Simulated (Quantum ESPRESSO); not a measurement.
Here is a Quantum ESPRESSO 7.5 calculation.

The input pw.in:

```
&CONTROL
  calculation = 'scf'
  prefix = 'pwscf'
  outdir = './tmp'
  pseudo_dir = './pseudo'
  tprnfor = .true.
  tstress = .true.
  disk_io = 'nowf'
/
&SYSTEM
  ibrav = 0
  nat = 4
  ntyp = 3
  ecutwfc = 55
  ecutrho = 440
  nbnd = 31
  occupations = 'smearing'
  smearing = 'fd'
  degauss = 0.00367493
/
&ELECTRONS
  conv_thr = 8d-10
  electron_maxstep = 120
  mixing_beta = 0.5
/
ATOMIC_SPECIES
Pt   195.0840 pt_pbe_v1.4.uspp.F.UPF
Se    78.9710 Se_pbe_v1.uspp.F.UPF
S     32.0600 s_pbe_v1.4.uspp.F.UPF
CELL_PARAMETERS angstrom
   4.3664598500    0.0000000000    0.0000000000
  -2.1832299200    3.7814651500    0.0000000000
   0.0000000000    0.0000000000    5.0205766600
ATOMIC_POSITIONS crystal
Pt     0.3333333300    0.6666666700    0.5000000000
Pt     0.6666666700    0.3333333300    0.5000000000
Se     0.0000000000    0.0000000000    0.5000000000
S      0.0000000000    0.0000000000    0.0000000000
K_POINTS automatic
7 7 6 0 0 0
```

Potentials or basis: SSSP 1.3 efficiency PBE.

Command:

```sh
$ OMP_NUM_THREADS=1 pw.x -in pw.in > pw.out
```

Question: Predict the pressure.

Answer: 14.1 GPa.

Question: Estimate the band gap on the k mesh.

Answer: None (metal or under the smearing width).

Stress tensor (GPa, compression positive):
```
21.08  0.00  0.00
 0.00 21.08  0.00
 0.00  0.00  0.07
```

Spin-orbit coupling is left out, which matters for the levels of Pt.
